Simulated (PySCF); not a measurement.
The system is NSiFH2, in a box.

```
N Si F H
1.0
    12.00000    0.00000    0.00000
     0.00000   12.00000    0.00000
     0.00000    0.00000   11.00000
N Si F H
1 1 1 2
Direct
  0.45557 0.52276 0.46365
  0.50202 0.40828 0.53967
  0.62113 0.45702 0.58480
  0.49780 0.59522 0.45549
  0.38104 0.52434 0.42139
```

Base run:

| Property | Result |
| --- | --- |
| Program | PySCF 2.14.0 |
| Functional | PBE0 |
| Dispersion | D3(BJ) |
| Potentials or basis | cc-pvdz (all-electron) |
| k mesh | 1 × 1 × 1 |
| Occupations | fixed |
| Spin | no spin polarisation |

Its results: gap between the frontier levels 6.15 eV.

Question: The run is repeated on the same cell with these changes: functional from PBE0 to PW91. What comes out?

Answer: Gap between the frontier levels 4.12 eV.

PBE0 gives the wider gap, since exact exchange removes part of the self-interaction.

Caveats: this is a molecule in a periodic box at the Γ point, so its band gap is the HOMO-LUMO gap; the basis of atomic orbitals isn't converged, which shifts pressures, moduli and gaps.

